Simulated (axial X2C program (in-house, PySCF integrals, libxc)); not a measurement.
**GeC⁻: properties at the nuclei**

Wanted for GeC⁻: properties at the nuclei, at the two-component level.

Computed with an in-house X2C program for linear molecules on PySCF integrals. Level: two-component X2C with atomic mean-field terms, Ge dyall-acv3z, C dyall-av3z.

All values are calculated.

### Step 1. Input

The input, task.json:

```json
{"zs": [32, 6], "q": -1, "bas": ["dyall-acv3z", "dyall-av3z"], "r0": 1.78, "levels": ["PBE0", "HF", "PBE50", "B3LYP", "TPSSh"], "nst": 3}
```

Keys: zs atomic numbers; q charge; bas basis sets; r0 starting distance in Å; levels methods (HF also brings MP2); nst determinants followed.

Command:

```console
$ python soeom.py task.json out
```

Nuclei are Gaussian, cores are contracted, and the Gaunt term is on.

### Step 2. Expectation values, lowest determinant

R = 1.743 Å. State: Ω = 1/2 (excess of +ω over −ω: ω = 1/2).

Output of the PBE0 run:

```text
two-component X2C + atomic mean field  PBE0
basis functions 182  fitting functions 986  grid points 5072
iter        total energy     max residual
   1      -2130.151955496     3.95e+00
   2      -2135.694101792     1.19e-01
   3      -2133.974099087     2.29e-01
   4      -2135.745975781     1.17e-01
   5      -2135.890410193     1.21e-02
   6      -2135.894945639     1.09e-02
   7      -2135.895884639     5.82e-03
   8      -2135.896178513     1.04e-03
   9      -2135.896196114     5.42e-04
  10      -2135.896203606     3.52e-04
  11      -2135.896211450     2.31e-04
  12      -2135.896220250     1.33e-04
  13      -2135.896223017     3.22e-05
  14      -2135.896223183     1.38e-05
  15      -2135.896223207     9.53e-06
  16      -2135.896223213     5.88e-06
  17      -2135.896223216     2.07e-06
  18      -2135.896223217     5.36e-07
converged
one-electron -3097.34786511  Coulomb 989.24484164  exact exchange -20.91881234  xc functional -64.44300884  nuclear repulsion 58.29146557  atomic mean-field constant -0.72284414
```

The highest occupied spinor is 49% C p, 44% Ge p, 4% C d.

```tsv
level	Eeff magnitude (GV/cm)	Ws magnitude Ge (kHz)	A∥/gI Ge (MHz)	qzz Ge (a.u.)	A∥/gI C (MHz)	qzz C (a.u.)
PBE0	0.0291	0.0202	-31.3	-1.02	180	0.10
HF	0.0278	0.0552	198	-1.77	341	0.07
PBE50	0.139	0.0744	33	-1.29	201	0.08
B3LYP	0.031	0.0725	-28.8	-0.92	195	0.09
TPSSh	0.0513	0.0895	-25.3	-0.83	190	0.10
```

Eeff is the effective electric field on the electron dipole moment in this Ω state and Ws the scalar–pseudoscalar constant (defined with the proton number Z and per Ω); A∥ is the parallel hyperfine constant, which follows by multiplying with the nuclear g factor gI = μI/(I μN); qzz is the electric field gradient, eQq0 = 234.96 MHz × Q/barn × qzz. The operators were transformed with the bare-nucleus X2C matrices.

### Step 3. Expectation values, a higher determinant

R = 1.743 Å. State: Ω = 3/2 (excess of +ω over −ω: ω = 3/2), 0.25 eV above the lowest in the PBE0 search for states (made at or near this distance, with looser thresholds).

Output of the PBE0 run:

```text
two-component X2C + atomic mean field  PBE0
basis functions 182  fitting functions 986  grid points 5072
iter        total energy     max residual
   1      -2129.882470929     3.67e+00
   2      -2135.653691148     1.32e-01
   3      -2133.543119988     2.63e-01
   4      -2135.757841907     1.11e-01
   5      -2135.877143050     1.67e-02
   6      -2135.883644002     8.01e-03
   7      -2135.884162611     3.09e-03
   8      -2135.884258367     6.09e-04
   9      -2135.884261313     1.99e-04
  10      -2135.884262049     1.51e-04
  11      -2135.884262616     7.86e-05
  12      -2135.884263023     2.03e-05
  13      -2135.884263056     1.88e-06
  14      -2135.884263056     3.62e-07
converged
one-electron -3097.14479191  Coulomb 989.06300384  exact exchange -20.92409234  xc functional -64.44700408  nuclear repulsion 58.29146557  atomic mean-field constant -0.72284414
```

The highest occupied spinor is 49% C p, 22% Ge p, 12% Ge s.

```tsv
level	Eeff magnitude (GV/cm)	Ws magnitude Ge (kHz)	A∥/gI Ge (MHz)	qzz Ge (a.u.)	A∥/gI C (MHz)	qzz C (a.u.)
PBE0	0.00191	0.0111	146	-4.35	27	-0.85
HF	0.409	0.13	226	-5.00	6.16	-0.86
PBE50	0.0232	0.0187	157	-4.55	21	-0.89
B3LYP	0.00554	0.013	150	-4.28	32.8	-0.88
TPSSh	0.0322	0.00202	163	-4.20	28.4	-0.85
```

### Step 4. Expectation values, a higher determinant

R = 1.743 Å. State: Ω = 7/2 (excess of +ω over −ω: ω = 1/2, 2 × ω = 3/2), 2.09 eV above the lowest in the PBE0 search for states (made at or near this distance, with looser thresholds).

Output of the PBE0 run:

```text
two-component X2C + atomic mean field  PBE0
basis functions 182  fitting functions 986  grid points 5072
iter        total energy     max residual
   1      -2129.961038278     3.96e+00
   2      -2135.648891870     8.37e-02
   3      -2134.876674498     2.21e-01
   4      -2135.761985448     7.00e-02
   5      -2135.806893433     2.57e-02
   6      -2135.814158323     6.91e-03
   7      -2135.814814134     2.65e-03
   8      -2135.814932093     1.11e-03
   9      -2135.814965333     3.67e-04
  10      -2135.814971189     1.88e-04
  11      -2135.814972580     5.27e-05
  12      -2135.814972736     3.75e-05
  13      -2135.814972768     6.03e-06
  14      -2135.814972774     1.11e-06
  15      -2135.814972774     4.45e-07
converged
one-electron -3095.11963712  Coulomb 987.07759321  exact exchange -20.92217805  xc functional -64.41937224  nuclear repulsion 58.29146557  atomic mean-field constant -0.72284414
```

The highest occupied spinor is 59% Ge p, 16% Ge d, 14% C p.

```tsv
level	Eeff magnitude (GV/cm)	Ws magnitude Ge (kHz)	A∥/gI Ge (MHz)	qzz Ge (a.u.)	A∥/gI C (MHz)	qzz C (a.u.)
PBE0	0.23	0.0355	71.1	-1.70	49.2	0.10
HF	0.346	0.036	80.8	-2.84	61.2	0.06
PBE50	0.0205	0.00439	67.1	-1.85	50.3	0.11
B3LYP	0.346	0.0499	90.4	-1.64	53.3	0.09
TPSSh	0.334	0.0484	87.1	-1.57	52.2	0.08
```

### Step 5. What came out

| quantity | value |
| --- | --- |
| lowest determinant | Ω = 1/2 (excess of +ω over −ω: ω = 1/2) |
| Eeff magnitude (GV/cm), PBE0 | 0.0291 |
| Ws magnitude Ge (kHz), PBE0 | 0.0202 |
| A∥/gI Ge (MHz), PBE0 | -31.3 |
| qzz Ge (a.u.), PBE0 | -1.02 |
| higher determinant | Ω = 3/2 (excess of +ω over −ω: ω = 3/2) |
| Eeff magnitude (GV/cm), PBE0, higher determinant | 0.00191 |
| Ws magnitude Ge (kHz), PBE0, higher determinant | 0.0111 |
| A∥/gI Ge (MHz), PBE0, higher determinant | 146 |
| qzz Ge (a.u.), PBE0, higher determinant | -4.35 |
| higher determinant | Ω = 7/2 (excess of +ω over −ω: ω = 1/2, 2 × ω = 3/2) |
| Eeff magnitude (GV/cm), PBE0, higher determinant | 0.23 |
| Ws magnitude Ge (kHz), PBE0, higher determinant | 0.0355 |
| A∥/gI Ge (MHz), PBE0, higher determinant | 71.1 |
| qzz Ge (a.u.), PBE0, higher determinant | -1.70 |

In the first state, the effective field runs from 0.0278 to 0.139 GV/cm over the mean-field levels, so the levels don't agree on it. The expectation values come from single determinants, which for open shells can mix terms of unlike spin or miss the lowest Ω, so a determinant need not be a state. Eeff is the effective electric field on the electron dipole moment in this Ω state and Ws the scalar–pseudoscalar constant (defined with the proton number Z and per Ω); A∥ is the parallel hyperfine constant, which follows by multiplying with the nuclear g factor gI = μI/(I μN); qzz is the electric field gradient, eQq0 = 234.96 MHz × Q/barn × qzz. The operators were transformed with the bare-nucleus X2C matrices.
